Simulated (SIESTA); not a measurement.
The system is Sr2AlBiO6.

```
Bi Sr Al O
1.0
     0.00000    4.03181    4.03181
     4.03181    0.00000    4.03181
     4.03181    4.03181    0.00000
Bi Sr Al O
1 2 1 6
Direct
  0.50068 0.49989 0.49709
  0.74238 0.74376 0.75445
  0.25446 0.24941 0.24822
  0.00274 0.00170 0.99586
  0.75984 0.77080 0.24030
  0.24046 0.24088 0.76063
  0.75019 0.24275 0.76691
  0.23521 0.76738 0.23527
  0.23762 0.75255 0.76285
  0.76222 0.23020 0.24144
```

The cell comes from a database or a generator and needn't be the stable form of this composition.

The cell isn't the ideal one: atoms moved at random, drawn with an rms of 0.05 Å.

Base run:

| Property | Result |
| --- | --- |
| Program | SIESTA 5.4.2 |
| Functional | PBEsol |
| Potentials or basis | PseudoDojo 0.4 standard (PBEsol files) |
| Basis | DZP (energy shift 0.003 Ry; two zetas on semicore shells; d shell added on Sr) |
| Grid cutoff | 800 Ry |
| Energy shift | 0.003 Ry |
| k mesh | 6 × 6 × 6 |
| Occupations | fermi-dirac, width 0.05 eV |
| Spin | no spin polarisation |

Its results: band gap on the k mesh none (metal or under the smearing width); pressure -2.6 GPa; largest force 0.689 eV/Å.

Problem. The run is repeated on the same cell with these changes: functional from PBEsol to PBE; potentials or basis from PseudoDojo 0.4 standard (PBEsol files) to PseudoDojo 0.4 standard (PBE files). What comes out?

Solution. Band gap on the k mesh none (metal or under the smearing width); pressure 2.3 GPa; largest force 0.791 eV/Å.

Caveats: spin-orbit coupling is left out, which moves the levels of the heavy elements; the basis of atomic orbitals isn't converged, which shifts pressures, moduli and gaps.
